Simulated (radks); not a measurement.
**Valence configurations of F⁺**

One table from this session's results is given with a row withheld; the runs are named, their logs left out.

Method: non-relativistic Kohn-Sham, LDA (Slater exchange, Perdew-Wang correlation), spin-polarised, spherical densities, point nucleus; open shells are filled with parallel spins first. Code: radks (a radial shooting solver on a logarithmic mesh, Libxc functionals) version 1.

**Starting point**

* element: fluorine (Z = 9)
* charge: +1
* electrons: 8
* configuration: [He] 2s2 2p4
* others tried: 2s1 2p5; 2p6; 2s1.5 2p4.5; 2s0.5 2p5.5

The outer shells:

F⁺
```
[He] core
2s [↑↓]
2p [↑↓][↑ ][↑ ]
```

Set-up of the first run:

The run's settings:

```text
Z 9
configuration [He] 2s2 2p4
relativity non-relativistic
functional lda,pw
spin polarised
nucleus point
```

Steps of the session up to this table: [He] 2s2 2p4.

One of the session's tables, all rows but one given; the rest of the session is left out.

It belongs to the step «[He] 2s2 2p4». Sizes of the orbitals, from the radial functions (bohr):

```
  level     <r>  outermost maximum (interpolated)  90 % within
  1s up  0.1776                             0.115        0.318
1s down       ?                                 ?            ?
  2s up  0.9604                             0.752         1.53
2s down  0.9813                             0.761         1.57
  2p up  0.9661                             0.672         1.65
2p down   1.012                             0.688         1.74
```

**Question.** Estimate the row for 1s down.

The run gave: <r>: 0.1772; outermost maximum (interpolated): 0.115; 90 % within: 0.317. In the column «<r>» it is the lowest.
